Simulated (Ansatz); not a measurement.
# Sc2Si3Se: the cost of one run

Method: DFT PBE, scalar-relativistic, plane waves, PAW, in Ansatz 0.2.0.

## Step 1: The system as given

The structure is trigonal, space group P-3m1 (No. 164). Conventional cell: a = 4.432 Å, b = 4.432 Å, c = 7.051 Å, α = 90.00°, β = 90.00°, γ = 120.00°. Sc (site symmetry 3m) is surrounded by 7 Si at 2.65 to 3.10 Å and 3 Se at 3.12 Å. Si (site symmetry 3m) has 4 Sc at 2.65 to 2.79 Å and 3 Si at 2.76 Å as nearest neighbours. Si (site symmetry -3m) has 6 Si at 2.76 Å and 6 Sc at 3.10 Å as nearest neighbours. Se (site symmetry -3m) is surrounded by 6 Sc at 3.12 Å.

Coordinates:

```
Sc Si Se
1.0
     4.43225    0.00000    0.00000
    -2.21612    3.83844    0.00000
     0.00000    0.00000    7.05056
Sc Si Se
2 3 1
Direct
  0.66667 0.33333 0.74728
  0.33333 0.66667 0.25272
  0.66667 0.33333 0.35208
  0.33333 0.66667 0.64792
  0.00000 0.00000 0.50000
  0.00000 0.00000 0.00000
```

A structure generator made this guess: species swapped into a database cell of Li3SmSb2 (P-3m1, No. 164), with Si on the Li sites, Se on the Sm sites and Sc on the Sb sites. Its size is a rough estimate.

## Step 2: Probe: one point on a coarse mesh

The input, input.yaml:

```yaml
crystal:
  lattice:
    - [4.43224743, 0.0, 0.0]
    - [-2.21612372, 3.83843887, 0.0]
    - [0.0, 0.0, 7.05056147]
  atoms:
    - { symbol: Sc, position: [0.66666667, 0.33333333, 0.74728221] }
    - { symbol: Sc, position: [0.33333333, 0.66666667, 0.25271779] }
    - { symbol: Si, position: [0.66666667, 0.33333333, 0.35207742] }
    - { symbol: Si, position: [0.33333333, 0.66666667, 0.64792258] }
    - { symbol: Si, position: [0.0, 0.0, 0.5] }
    - { symbol: Se, position: [0.0, 0.0, 0.0] }
basis:
  ecutwfc: 420
kpoints:
  mp_grid: { grid: [6, 6, 4] }
hamiltonian:
  xc: pbe
scf:
  occupations: { method: gaussian, width: 0.1 }
  lower_state_search: "off"
output:
  forces: true
  stress: true
  eigenvalues: true
```

On the command line:

```
$ ansatz run input.yaml --threads 1 --pin off --max-ram 2560MiB --backend cpu --events-out ev --progress --plain --runs-dir out
```

Q: Estimate wall time and peak memory on 1 thread of AMD EPYC, shared host.

About 15 s, with a peak of 0.47 GiB.
